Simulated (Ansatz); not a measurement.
Born–Oppenheimer molecular dynamics of a periodic cell of 29 atoms, Zr8CO16F4 (surface ZrO2(110), adsorbate CF4). It goes on from the last frame of an earlier run, with new velocities.

Method: DFT PBE, scalar-relativistic, plane waves, PAW (Ansatz 0.2.0). Settings: PAW set soft_1, cutoff 420 eV, k mesh 2x1x1, fermi-dirac smearing 0.05 eV, no spin polarisation.

| Quantity | Value |
| --- | --- |
| ensemble | NVT, Nosé–Hoover chain |
| time step | 1 fs |
| steps asked | 190 |
| set temperature | 1050 K |
| thermostat | time constant 50 fs, chain length 1 |
| atoms held | 1, 3, 4, 7, 9, 10 |
| seed | 367786 |

First frame:

```xyz
29
Lattice="5.6784 0.0000 0.0000 0.0000 10.6918 0.0000 0.0000 0.0000 18.2588" Properties=species:S:1:pos:R:3
Zr 0.000 0.000 1.000
Zr 4.323 8.077 2.227
O 2.839 7.501 1.000
O 0.000 8.536 1.000
O 4.247 5.520 2.353
O 4.173 10.193 2.288
Zr 2.839 5.346 1.000
Zr 1.454 2.632 2.218
O 0.000 2.155 1.000
O 2.839 3.190 1.000
O 1.320 0.417 2.300
O 1.355 5.027 2.211
Zr 2.834 -0.104 4.008
Zr 1.513 7.829 4.861
O 5.890 7.356 3.519
O 3.343 8.389 4.064
O 1.284 5.979 5.352
O 1.302 9.847 4.973
Zr 5.634 5.228 4.008
Zr 4.186 2.579 4.954
O 2.898 2.025 3.542
O 5.952 3.089 4.030
O 3.780 0.704 5.590
O 4.249 4.570 5.319
C 2.403 6.823 8.365
F 1.099 6.730 8.512
F 2.825 5.551 8.114
F 2.666 7.589 7.202
F 3.039 7.240 9.396
```

**Question.** What does the run give?

**Answer.** All steps were run.

```yaml
steps_done: 190
time_covered: 190 fs
mean_temperature_over_the_second_half: 1352 K
spread_of_the_potential_energy_over_the_second_half: 15.3 meV per atom
mean_potential_energy_of_the_second_half_above_the_start: 76.8 meV per atom
```

The conserved energy stayed within 0.31 meV per atom of its start (net change 0.2 meV per atom), so the integration is sound. The mean temperature of the second half is 29 % above the set value. A run of 0.19 ps of so small a system gives no equilibrium averages. Limits of this set-up: coarse k mesh, thin slab, slab without dipole correction, no dispersion correction for a molecule that may bind weakly.

**Question.** What happens to the structure?

**Answer.** Mean squared displacements from the first frame to the last: Zr 0.05 Å², O 0.22 Å², C 2.54 Å², F 4.16 Å². This is one draw of velocities; another would differ in detail.

**Question.** How do temperature and energy run in time?

**Answer.** 
```json
{"time (fs)": "0", "T (K)": "1050", "potential energy less start (eV)": "0.000", "conserved less start (meV/atom)": "0.00"}
{"time (fs)": "6", "T (K)": "966", "potential energy less start (eV)": "0.251", "conserved less start (meV/atom)": "0.08"}
{"time (fs)": "12", "T (K)": "807", "potential energy less start (eV)": "0.731", "conserved less start (meV/atom)": "0.12"}
{"time (fs)": "18", "T (K)": "771", "potential energy less start (eV)": "0.858", "conserved less start (meV/atom)": "0.09"}
{"time (fs)": "24", "T (K)": "746", "potential energy less start (eV)": "0.969", "conserved less start (meV/atom)": "0.04"}
{"time (fs)": "30", "T (K)": "637", "potential energy less start (eV)": "1.348", "conserved less start (meV/atom)": "0.19"}
{"time (fs)": "36", "T (K)": "860", "potential energy less start (eV)": "0.757", "conserved less start (meV/atom)": "-0.03"}
{"time (fs)": "42", "T (K)": "794", "potential energy less start (eV)": "1.063", "conserved less start (meV/atom)": "0.13"}
{"time (fs)": "48", "T (K)": "803", "potential energy less start (eV)": "1.147", "conserved less start (meV/atom)": "0.08"}
{"time (fs)": "54", "T (K)": "795", "potential energy less start (eV)": "1.303", "conserved less start (meV/atom)": "0.10"}
{"time (fs)": "60", "T (K)": "861", "potential energy less start (eV)": "1.257", "conserved less start (meV/atom)": "0.14"}
{"time (fs)": "66", "T (K)": "994", "potential energy less start (eV)": "1.048", "conserved less start (meV/atom)": "0.01"}
{"time (fs)": "72", "T (K)": "904", "potential energy less start (eV)": "1.509", "conserved less start (meV/atom)": "0.17"}
{"time (fs)": "78", "T (K)": "1032", "potential energy less start (eV)": "1.337", "conserved less start (meV/atom)": "0.07"}
{"time (fs)": "84", "T (K)": "929", "potential energy less start (eV)": "1.863", "conserved less start (meV/atom)": "0.21"}
{"time (fs)": "90", "T (K)": "1004", "potential energy less start (eV)": "1.854", "conserved less start (meV/atom)": "0.16"}
{"time (fs)": "96", "T (K)": "1135", "potential energy less start (eV)": "1.712", "conserved less start (meV/atom)": "0.13"}
{"time (fs)": "102", "T (K)": "1137", "potential energy less start (eV)": "1.965", "conserved less start (meV/atom)": "0.23"}
{"time (fs)": "108", "T (K)": "1310", "potential energy less start (eV)": "1.710", "conserved less start (meV/atom)": "0.10"}
{"time (fs)": "114", "T (K)": "1396", "potential energy less start (eV)": "1.722", "conserved less start (meV/atom)": "0.23"}
{"time (fs)": "120", "T (K)": "1545", "potential energy less start (eV)": "1.523", "conserved less start (meV/atom)": "0.09"}
{"time (fs)": "126", "T (K)": "1236", "potential energy less start (eV)": "2.632", "conserved less start (meV/atom)": "0.28"}
{"time (fs)": "132", "T (K)": "1110", "potential energy less start (eV)": "3.135", "conserved less start (meV/atom)": "0.26"}
{"time (fs)": "138", "T (K)": "1250", "potential energy less start (eV)": "2.843", "conserved less start (meV/atom)": "0.25"}
{"time (fs)": "144", "T (K)": "1521", "potential energy less start (eV)": "2.157", "conserved less start (meV/atom)": "0.14"}
{"time (fs)": "150", "T (K)": "1556", "potential energy less start (eV)": "2.141", "conserved less start (meV/atom)": "0.29"}
{"time (fs)": "156", "T (K)": "1581", "potential energy less start (eV)": "2.079", "conserved less start (meV/atom)": "0.21"}
{"time (fs)": "162", "T (K)": "1574", "potential energy less start (eV)": "2.048", "conserved less start (meV/atom)": "0.14"}
{"time (fs)": "168", "T (K)": "1456", "potential energy less start (eV)": "2.288", "conserved less start (meV/atom)": "0.24"}
{"time (fs)": "174", "T (K)": "1382", "potential energy less start (eV)": "2.354", "conserved less start (meV/atom)": "0.20"}
{"time (fs)": "180", "T (K)": "1321", "potential energy less start (eV)": "2.353", "conserved less start (meV/atom)": "0.20"}
{"time (fs)": "186", "T (K)": "1151", "potential energy less start (eV)": "2.661", "conserved less start (meV/atom)": "0.17"}
```

The run took 25 min on 2 threads of Arm Neoverse V2 (shared host), peak memory 1.9 GiB.
